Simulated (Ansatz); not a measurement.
# SnTe2: how the settings move a single-point run

Aim: see which settings change the result for SnTe2, by how much, and at what cost. The cell is built on a prototype (fluorite) and needn't be the phase found in nature.

Computed with Ansatz 0.2.0 (reference: DFT, r2SCAN, plane waves, PAW, unless a step's input says otherwise).

3 further runs of the same task are left out: 3 that didn't finish.

## Step 1: Starting point

The structure is cubic, space group Fm-3m (No. 225). Conventional cell: a = 7.402 Å, b = 7.402 Å, c = 7.402 Å, α = 90.00°, β = 90.00°, γ = 90.00°. Sn (site symmetry m-3m) is surrounded by 8 Te at 3.21 Å. Te (site symmetry -43m) has 4 Sn at 3.21 Å as nearest neighbours.

As a file:

```cif
data_structure
_symmetry_space_group_name_H-M 'Fm-3m'
_symmetry_Int_Tables_number 225
_cell_length_a 7.4021
_cell_length_b 7.4021
_cell_length_c 7.4021
_cell_angle_alpha 90.000
_cell_angle_beta 90.000
_cell_angle_gamma 90.000
_cell_volume 405.57
loop_
_atom_site_label
_atom_site_type_symbol
_atom_site_symmetry_multiplicity
_atom_site_Wyckoff_symbol
_atom_site_fract_x
_atom_site_fract_y
_atom_site_fract_z
_atom_site_occupancy
Sn1 Sn 4 a 0.00000 0.00000 0.00000 1
Te1 Te 8 c 0.25000 0.75000 0.75000 1
```

## Step 2: Baseline

input.yaml

```yaml
crystal:
  lattice:
    - [0.0, 3.7010376726, 3.7010376726]
    - [3.7010376726, 0.0, 3.7010376726]
    - [3.7010376726, 3.7010376726, 0.0]
  atoms:
    - { symbol: Sn, position: [0.0, 0.0, 0.0] }
    - { symbol: Te, position: [0.25, 0.25, 0.25] }
    - { symbol: Te, position: [0.75, 0.75, 0.75] }
kpoints:
  mp_grid: { grid: [4, 4, 4] }
hamiltonian:
  xc: r2scan
scf:
  occupations: { method: fermi_dirac, width: 0.02 }
  n_extra_bands: 4
output:
  forces: true
  stress: true
  eigenvalues: true
  write_density: true
  write_potential: true
  elf: true
  volumetric_format: npy
```

Run with:

```bash
ansatz run input.yaml --threads 4 --pin off --max-ram 3686MiB --backend cpu --events-out ev --progress --plain --runs-dir out
```

## Step 3: Variant: mp_grid.grid [8, 8, 1]

Edit input.yaml of step 2 so:

```diff
@@ -10,3 +10,3 @@
 kpoints:
-  mp_grid: { grid: [4, 4, 4] }
+  mp_grid: { grid: [8, 8, 1] }
 hamiltonian:
@@ -20,5 +20 @@
   eigenvalues: true
-  write_density: true
-  write_potential: true
-  elf: true
-  volumetric_format: npy
```

## Step 4: Changed: preconditioner none

Edit input.yaml of step 2 so:

```diff
@@ -16,2 +16,3 @@
   n_extra_bands: 4
+  mixing: { preconditioner: none }
 output:
@@ -20,5 +21 @@
   eigenvalues: true
-  write_density: true
-  write_potential: true
-  elf: true
-  volumetric_format: npy
```

## Step 5: A further run, with the input changed

Edit input.yaml of step 2 so:

```diff
@@ -16,2 +16,3 @@
   n_extra_bands: 4
+  max_iter: 52
 output:
@@ -20,5 +21,4 @@
   eigenvalues: true
-  write_density: true
-  write_potential: true
-  elf: true
-  volumetric_format: npy
+magnetization:
+  spin_polarized: true
+  initial_magnetization: 2.0
```

## Step 7: Changed: mp_grid.grid [2, 2, 2]

Edit input.yaml of step 2 so:

```diff
@@ -10,3 +10,3 @@
 kpoints:
-  mp_grid: { grid: [4, 4, 4] }
+  mp_grid: { grid: [2, 2, 2] }
 hamiltonian:
@@ -20,5 +20 @@
   eigenvalues: true
-  write_density: true
-  write_potential: true
-  elf: true
-  volumetric_format: npy
```

## Step 8: Variant: ecutwfc 350

Edit input.yaml of step 2 so:

```diff
@@ -20,5 +20,3 @@
   eigenvalues: true
-  write_density: true
-  write_potential: true
-  elf: true
-  volumetric_format: npy
+basis:
+  ecutwfc: 350
```

(Steps that only read results are left out.)

**Question.** What will these runs give? Wanted: for each run, ending; energy change; pressure; gap; abs. moment; force.

**Answer**, as computed:

```tsv
run	ending	energy change	pressure (GPa)	gap (eV)	abs. moment (μB)	force (eV/Å)	cycles	time
reference	converged	0	0.4	0.00	0.00	0.00	7	1.8 s
1: mp_grid.grid [8, 8, 1]	converged	-9.5 meV/atom	-0.3	0.00	0.00	0.69	8	3.4 s
2: preconditioner none	converged	0.0 meV/atom	0.4	0.00	0.00	0.00	6	1.4 s
3: spin_polarized true, initial_magnetization 2.0	converged	-3.9 meV/atom	0.2	-	0.54	0.00	22	6 s
4: mp_grid.grid [2, 2, 2]	converged	-280.4 meV/atom	-3.2	0.00	0.00	0.00	7	1.1 s
5: ecutwfc 350	converged	+4.8 meV/atom	0.4	0.00	0.00	0.00	7	1.1 s
```

Times don't compare one to one where runs were asked for different outputs or read a saved state (see the inputs); cycles may leave out searches for a lower state.

Residual by cycle in the longest SCF loop of each run; runs are numbered as in the table. The quantity is the density residual dr2, in eV.

```tsv
cycle	reference	run 1	run 2	run 3	run 4	run 5
1	0.0043	0.0804	0.0043	0.234	0.0571	0.00438
3	0.00145	0.00299	2.6e-4	0.0346	4.7e-4	0.00153
5	7.6e-6	1.7e-5	1.3e-6	0.00175	8.2e-6	8.4e-6
7	1.2e-8	1.6e-7	-	0.00207	3.3e-8	1.3e-8
9	-	-	-	0.00168	-	-
11	-	-	-	4.2e-4	-	-
12	-	-	-	4.7e-5	-	-
14	-	-	-	5.2e-6	-	-
16	-	-	-	2.8e-7	-	-
18	-	-	-	1.3e-7	-	-
20	-	-	-	1.3e-9	-	-
22	-	-	-	1.9e-10	-	-
```

**Reading.** Of the converged runs whose energies compare with the reference's, «mp_grid.grid [2, 2, 2]» moves the energy most (-280.4 meV/atom) and «preconditioner none» least (0.0 meV/atom). Semilocal functionals close small gaps, so the missing gap need not be the real solid's. Run 5 ran under the cutoff that the potentials recommend, as the log warns, so basis error is mixed into its values. Of the variants the dearest is «spin_polarized true, initial_magnetization 2.0» (6 s), the cheapest «ecutwfc 350» (1.1 s), on a shared host.
